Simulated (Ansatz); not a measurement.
# H9PSiSn: the cost of one run

Program: Ansatz 0.2.0. Level of theory: RKS PBE0-D4/def2-SVP. These are calculated values, not measurements.

### 1 The starting structure

Bond lengths: Sn1–Si2 2.919 Å, Sn1–H3 1.739 Å, Sn1–H4 1.713 Å, Sn1–H5 1.754 Å, Sn1–P7 2.883 Å, Si2–H8 1.464 Å, Si2–H9 1.455 Å, Si2–H10 1.458 Å, P7–H11 1.399 Å, P7–H12 1.387 Å. Angles (14 of 19 angles, heavy atoms first): Si2–Sn1–P7 70.5°, Sn1–Si2–H8 100.8°, Sn1–Si2–H9 103.8°, Sn1–Si2–H10 118.1°, Si2–Sn1–H3 120.7°, Si2–Sn1–H4 118.2°, Si2–Sn1–H5 118.4°, H3–Sn1–P7 68.3°, H4–Sn1–P7 86.7°, H5–Sn1–P7 164.3°, Sn1–P7–H11 151.6°, Sn1–P7–H12 112.8°, H8–Si2–H9 107.4°, H8–Si2–H10 104.0°.

Structure file:

```xyz
12

Sn   -1.6186   -0.2600   -0.1099
Si    0.4912    1.6627    0.5010
H    -1.4648   -1.3470   -1.4590
H    -2.0869   -1.3637    1.1129
H    -3.2055    0.3517   -0.5406
H     1.2791    0.1642   -0.3153
P     0.9335   -1.6017   -0.1109
H    -0.2583    2.6590    1.2683
H     0.8049    2.2544   -0.7902
H     1.5567    1.2490    1.4066
H     2.2077   -1.8239    0.4223
H     1.3610   -1.9447   -1.3852
```

### 2 A restrained relaxation towards end A

Springs on the bonds that form and break draw the guess towards this end; the thresholds are loose.

input.yaml reads:

```yaml
crystal:
  periodic: [false, false, false]
  atoms:
    - { symbol: Sn, position_ang: [-1.6186, -0.26, -0.1099] }
    - { symbol: Si, position_ang: [0.4912, 1.6627, 0.501] }
    - { symbol: H, position_ang: [-1.4648, -1.347, -1.459] }
    - { symbol: H, position_ang: [-2.0869, -1.3637, 1.1129] }
    - { symbol: H, position_ang: [-3.2055, 0.3517, -0.5406] }
    - { symbol: H, position_ang: [1.2791, 0.1642, -0.3153] }
    - { symbol: P, position_ang: [0.9335, -1.6017, -0.1109] }
    - { symbol: H, position_ang: [-0.2583, 2.659, 1.2683] }
    - { symbol: H, position_ang: [0.8049, 2.2544, -0.7902] }
    - { symbol: H, position_ang: [1.5567, 1.249, 1.4066] }
    - { symbol: H, position_ang: [2.2077, -1.8239, 0.4223] }
    - { symbol: H, position_ang: [1.361, -1.9447, -1.3852] }
basis:
  gaussian: { orbitals: def2-SVP }
hamiltonian:
  xc: pbe0
  dispersion: d4
relax:
  f_tol: 0.15
  max_steps: 25
  restrain:
    - { distance: [0, 6], at: 3.76, k: 30.0 }
    - { distance: [5, 1], at: 2.72, k: 30.0 }
    - { distance: [0, 1], at: 2.5, k: 30.0 }
    - { distance: [5, 6], at: 1.38, k: 30.0 }
```

Command:

```
ansatz run input.yaml --threads 2 --pin off --max-ram 3072MiB --backend cpu --events-out ev --progress --plain --runs-dir out
```

Q: Estimate wall time and peak memory on 2 threads of Arm Neoverse V1, shared host.

About 26 s, with a peak of 0.26 GiB.
